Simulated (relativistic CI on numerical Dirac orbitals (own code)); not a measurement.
# Ti³⁺: 3p photoemission multiplets

Aim: the 3p photoemission spectrum of Ti³⁺ in 4 surroundings, from the same atomic integrals.

The numbers are computed with relativistic CI on numerical Dirac orbitals (own code) version 1 (Dirac-Coulomb-Breit CI, KLI orbitals optimised for each configuration, model QED (radiative potential, 1s self-energy scaled to tabulated hydrogen-like ionisation energies), valence Slater integrals scaled by 0.8, multiplet model of photoemission in the sudden approximation), except any that are marked as measured or tabulated.

### Step 1. Starting point

| Item | Value |
| --- | --- |
| ion | Ti³⁺ (Ti IV) |
| nuclear charge | 22 |
| electrons | 19 |
| configurations | [Ar] 3d → [Ne] 3s2 3p5 3d |
| temperature | 300 K |
| widths | Lorentz 0.8 eV, Gauss 0.6 eV |
| surrounding 1 | free ion |
| surrounding 2 | D3d, 10Dq = 15450, Dsigma = -1200, Dtau = -390 cm⁻¹ |
| surrounding 3 | D3d, 10Dq = 15450, Dsigma = -720, Dtau = -390 cm⁻¹ |
| surrounding 4 | D3d, 10Dq = 15450, Dsigma = -240, Dtau = -390 cm⁻¹ |

### Step 2. Surrounding 1: free ion

Settings of the run:

```ini
atom Ti  Z=22  charge=3  electrons=19
nucleus A=48  rms_radius_fm=3.5921
hamiltonian dirac-coulomb  breit=on  qed=on  c_scale=1
orbitals kli  potential=per-configuration
slater_scale 0.8
correlation none
mixing on
configurations
  [Ar] 3d
  [Ne] 3s2 3p5 3d
end
photoemission 3p T=300 lorentz=0.8 gauss=0.6
crystal_field free
```

### Step 3. Surrounding 2: D3d, 10Dq = 15450, Dsigma = -1200, Dtau = -390

Settings: those of step 2 with these lines changed.

```diff
@@ -12,2 +12,2 @@
 photoemission 3p T=300 lorentz=0.8 gauss=0.6
-crystal_field free
+crystal_field D3d 10Dq=15450 Dsigma=-1200 Dtau=-390
```

### Step 4. Surrounding 3: D3d, 10Dq = 15450, Dsigma = -720, Dtau = -390

Settings: those of step 3 with these lines changed.

```diff
@@ -12,2 +12,2 @@
 photoemission 3p T=300 lorentz=0.8 gauss=0.6
-crystal_field D3d 10Dq=15450 Dsigma=-1200 Dtau=-390
+crystal_field D3d 10Dq=15450 Dsigma=-720 Dtau=-390
```

### Step 5. Surrounding 4: D3d, 10Dq = 15450, Dsigma = -240, Dtau = -390

Settings: those of step 4 with these lines changed.

```diff
@@ -12,2 +12,2 @@
 photoemission 3p T=300 lorentz=0.8 gauss=0.6
-crystal_field D3d 10Dq=15450 Dsigma=-720 Dtau=-390
+crystal_field D3d 10Dq=15450 Dsigma=-240 Dtau=-390
```

(Steps that only read results are left out.)

Before running it: what results should come out? Wanted: highest peak, first run; ground spin.

As calculated:

| surrounding | ground S | centroid (eV) | spread (eV) | up to four highest peaks (% of the highest), eV |
| --- | --- | --- | --- | --- |
| 1: free | 0.50 | 79.46 | 3.11 | 76.7 (48), 78.0 (93), 80.3 (100), 91.3 (13) |
| 2: D3d | 0.50 | 79.46 | 3.08 | 77.2 (100), 78.4 (100), 80.5 (99), 92.3 (13) |
| 3: D3d | 0.50 | 79.46 | 3.07 | 77.2 (96), 78.4 (98), 80.4 (100), 92.2 (13) |
| 4: D3d | 0.50 | 79.46 | 3.07 | 77.1 (93), 78.3 (96), 80.4 (100), 92.2 (13) |

| quantity | value |
| --- | --- |
| highest peak, first run | 80.3 eV |
| ground spin (effective S from ⟨S²⟩) | 0.50 |

The position of the maximum differs by up to 3.2 eV between the surroundings, by shifts of peaks or by peaks exchanging rank. Energies are those of the free ion without screening by ligands; binding energies in solids differ by tens of eV.
